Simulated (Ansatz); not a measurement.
# YCuW2O8: the cost of one run

Method: DFT, PBE, plane-wave PAW, default files, scalar-relativistic, as far as a step names no other, in Ansatz 0.2.0.

2 further runs of the same task are left out: 2 set aside as unsound or not needed.

## (1) The starting structure

Symmetry: P2/c, No. 13, monoclinic system. Conventional cell: a = 5.022 Å, b = 5.821 Å, c = 10.899 Å, α = 90.00°, β = 113.13°, γ = 90.00°. Y (site symmetry 2) has 6 O at 2.21 to 2.38 Å as nearest neighbours. Cu (site symmetry 2) has 4 O at 2.10 to 2.18 Å as nearest neighbours. W (site symmetry 1) has 6 O at 1.78 to 2.24 Å as nearest neighbours. O (site symmetry 1) has 1 W at 1.78 Å and 1 Y at 2.24 Å as nearest neighbours. O (site symmetry 1) is surrounded by 2 W at 1.96 to 2.08 Å and 1 Y at 2.21 Å. O (site symmetry 1) is surrounded by 2 W at 1.84 to 2.24 Å and 1 Cu at 2.18 Å. Around O (site symmetry 1) lie 1 W at 1.79 Å and 1 Cu at 2.10 Å and 1 Y at 2.38 Å.

As a file:

```cif
data_structure
_symmetry_space_group_name_H-M 'P 1'
_symmetry_Int_Tables_number 1
_cell_length_a 5.0224
_cell_length_b 5.8214
_cell_length_c 10.8990
_cell_angle_alpha 90.000
_cell_angle_beta 113.129
_cell_angle_gamma 90.000
_cell_volume 293.05
loop_
_atom_site_label
_atom_site_type_symbol
_atom_site_fract_x
_atom_site_fract_y
_atom_site_fract_z
_atom_site_occupancy
Y1 Y 0.00000 0.70180 0.25000 1
Y2 Y 0.00000 0.29820 0.75000 1
Cu1 Cu 0.50000 0.26760 0.25000 1
Cu2 Cu 0.50000 0.73240 0.75000 1
W1 W 0.76330 0.18010 0.01580 1
W2 W 0.23670 0.18010 0.48420 1
W3 W 0.23670 0.81990 0.98420 1
W4 W 0.76330 0.81990 0.51580 1
O1 O 0.79150 0.37080 0.89340 1
O2 O 0.20850 0.37080 0.60660 1
O3 O 0.20850 0.62920 0.10660 1
O4 O 0.79150 0.62920 0.39340 1
O5 O 0.35560 0.88820 0.40730 1
O6 O 0.64440 0.88820 0.09270 1
O7 O 0.64440 0.11180 0.59270 1
O8 O 0.35560 0.11180 0.90730 1
O9 O 0.86790 0.92490 0.88740 1
O10 O 0.13210 0.92490 0.61260 1
O11 O 0.13210 0.07510 0.11260 1
O12 O 0.86790 0.07510 0.38740 1
O13 O 0.26680 0.37440 0.36290 1
O14 O 0.73320 0.37440 0.13710 1
O15 O 0.73320 0.62560 0.63710 1
O16 O 0.26680 0.62560 0.86290 1
```

## (2) Gradients at the starting positions

Input file input.yaml:

```yaml
crystal:
  lattice:
    - [5.0224, 0.0, 0.0]
    - [0.0, 5.8214, 0.0]
    - [-4.2810786798, 0.0, 10.0230226409]
  atoms:
    - { symbol: "Y", position: [0.0, 0.7018, 0.25] }
    - { symbol: "Y", position: [0.0, 0.2982, 0.75] }
    - { symbol: Cu, position: [0.5, 0.2676, 0.25] }
    - { symbol: Cu, position: [0.5, 0.7324, 0.75] }
    - { symbol: W, position: [0.7633, 0.1801, 0.0158] }
    - { symbol: W, position: [0.2367, 0.1801, 0.4842] }
    - { symbol: W, position: [0.2367, 0.8199, 0.9842] }
    - { symbol: W, position: [0.7633, 0.8199, 0.5158] }
    - { symbol: O, position: [0.7915, 0.3708, 0.8934] }
    - { symbol: O, position: [0.2085, 0.3708, 0.6066] }
    - { symbol: O, position: [0.2085, 0.6292, 0.1066] }
    - { symbol: O, position: [0.7915, 0.6292, 0.3934] }
    - { symbol: O, position: [0.3556, 0.8882, 0.4073] }
    - { symbol: O, position: [0.6444, 0.8882, 0.0927] }
    - { symbol: O, position: [0.6444, 0.1118, 0.5927] }
    - { symbol: O, position: [0.3556, 0.1118, 0.9073] }
    - { symbol: O, position: [0.8679, 0.9249, 0.8874] }
    - { symbol: O, position: [0.1321, 0.9249, 0.6126] }
    - { symbol: O, position: [0.1321, 0.0751, 0.1126] }
    - { symbol: O, position: [0.8679, 0.0751, 0.3874] }
    - { symbol: O, position: [0.2668, 0.3744, 0.3629] }
    - { symbol: O, position: [0.7332, 0.3744, 0.1371] }
    - { symbol: O, position: [0.7332, 0.6256, 0.6371] }
    - { symbol: O, position: [0.2668, 0.6256, 0.8629] }
kpoints:
  mp_grid: { grid: [5, 4, 2] }
scf:
  occupations: { method: fermi_dirac, width: 0.02 }
hamiltonian:
  xc: pbe
  pseudopotentials: { kind: paw }
output:
  forces: true
  stress: true
  populations: true
  efg:
    quadrupole_moments_barn: { Cu: -0.22, O: -0.02558 }
    contact_densities: true
```

Run with:

```
$ ansatz run input.yaml --threads 1 --pin off --max-ram 3072MiB --backend cpu --events-out ev --progress --plain --runs-dir out
```

**Question.** How long does this run take on 1 thread of Arm Neoverse V2, shared host, and how much memory does it need?

About 68 s, with a peak of 0.96 GiB.
